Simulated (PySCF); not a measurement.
# C2H6AlFO2: the cost of one run

Programs: PySCF 2.14.0, with density-fitted response routines of our own. Each step states its level of theory. These are calculated values for one molecule in the gas phase, unless marked as measured. Atoms count from 0, in the outputs and in this text.

## Step 1: The molecule as given

12 atoms, charge 0, multiplicity 1; geometry from: GFN2-xTB. The atoms were then displaced at random by about 0.01 Å, so the start is not that level's minimum.

Bonds of the start (Å): C0–O1 1.38, O1–Al2 1.64, Al2–F3 1.64, Al2–O4 1.66, O4–C5 1.39, C0–H6 1.07, C0–H7 1.11, C0–H8 1.08, C5–H9 1.08, C5–H10 1.10, C5–H11 1.11.

## Step 2: Geometry optimisation at PBE0-D3(BJ)/def2-SVP

The job: settings as JSON, then the geometry in Å.

```
{"job": {"xc": "PBE0", "basis": "def2-SVP", "d3": "d3bj", "grid": 1, "shake": 0.01, "kind": "geom"}, "charge": 0, "multiplicity": 1}
C     -2.505830    -0.664140     0.041850
O     -1.243510    -0.102030     0.131530
Al    -0.099770     1.046930     0.361440
F     -0.394600     2.624260     0.710710
O      1.524910     0.702010     0.267110
C      2.609750    -0.148240     0.079360
H     -2.528580    -1.614080     0.535390
H     -3.249960     0.016820     0.504340
H     -2.791620    -0.763850    -0.995060
H      3.221160     0.223180    -0.731990
H      2.274640    -1.168380    -0.148110
H      3.223110    -0.180760     0.999120
```

The run is started by

```
$ OMP_NUM_THREADS=1 python probes_run.py task.json out
```

This one command runs all jobs of the session in turn.

Q: Estimate the wall time and peak memory of this first job on 1 thread of Arm Neoverse V2, shared host.

About 1.8 min, with a peak of 0.48 GiB.
